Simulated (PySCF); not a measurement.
# TaS3⁻: changing the method

Aim: see what other levels and later steps give for TaS3⁻.

The runs use PySCF 2.14.0; method and basis as typed in the scripts.

3 further runs of the same task are left out: 3 that didn't finish.

## Step 1: Where the work starts

TaS3⁻: 4 atoms, charge -1, spin multiplicity 1.

Bond lengths: Ta1–S2 2.223 Å, Ta1–S3 2.223 Å, Ta1–S4 2.223 Å. Angles: S2–Ta1–S3 112.8°, S2–Ta1–S4 112.8°, S3–Ta1–S4 112.8°.

Geometry (Å):

```xyz
4

Ta    0.0000    0.0000   -0.2111
S     2.1377    0.0000    0.3982
S    -1.0688    1.8513    0.3982
S    -1.0689   -1.8513    0.3982
```

## Step 2: The base run

Contents of input.py:

```python
from pyscf import gto, scf

mol = gto.M(
    atom='Ta 0 0 -0.2111; S 2.1377 0 0.3982; S -1.0688 1.8513 0.3982; S -1.0689 -1.8513 0.3982',
    basis='sbkjc',
    ecp={'Ta': 'sbkjc', 'S': 'sbkjc'},
    charge=-1,
    spin=0,
    verbose=4,
)
mf = scf.RHF(mol)
mf = mf.newton()
mf.kernel()
mf.dip_moment()
print('orbital energies (hartree):', mf.mo_energy[..., max(0, mol.nelec[1]-3):mol.nelec[0]+3].round(4))
```

On the command line:

```
$ OMP_NUM_THREADS=1 python input.py
```

## Step 3: MP2

Variant 1 changes step after the SCF: none → mp2.

input.py, as its differences from that of step 2:

```diff
@@ -1,2 +1,2 @@
-from pyscf import gto, scf
+from pyscf import gto, scf, mp
 
@@ -13,2 +13,3 @@
 mf.kernel()
+mp.MP2(mf).kernel()
 mf.dip_moment()
```

## Step 4: Stability test

Variant 2 changes step after the SCF: none → stability.

input.py, as its differences from that of step 2:

```diff
@@ -13,2 +13,3 @@
 mf.kernel()
+mf.stability(internal=True, external=True)
 mf.dip_moment()
```

## Step 5: Scan (RKS)

Variant 3 changes functional: none (Hartree–Fock) → scan; SCF type: RHF → RKS; step after the SCF: none → analyze.

input.py, as its differences from that of step 2:

```diff
@@ -1,2 +1,2 @@
-from pyscf import gto, scf
+from pyscf import gto, dft
 
@@ -10,5 +10,6 @@
 )
-mf = scf.RHF(mol)
+mf = dft.RKS(mol, xc='scan')
 mf = mf.newton()
 mf.kernel()
+mf.mulliken_pop()
 mf.dip_moment()
```

Before running it: what results should come out? Wanted: for each run, E(SCF); from base; gap; after the SCF.

As calculated:

| run | E(SCF) (hartree) | from base (eV) | cycles | gap (eV) | after the SCF |
| --- | --- | --- | --- | --- | --- |
| base | -87.101695 | 0 | 5 macro | 7.23 | n/a |
| MP2 | -87.101695 | 0.0000 | 5 macro | 7.23 | MP2 correlation -10.114 eV |
| stability test | -87.101695 | 0.0000 | 5 macro | 7.23 | stable |
| scan (RKS) | -88.440334 | not comparable | 5 macro | 0.98 | n/a |

What this shows: A lower total energy from another functional means nothing by itself. The dearest run is “scan (RKS)”, at 37 s against 1.8 s.
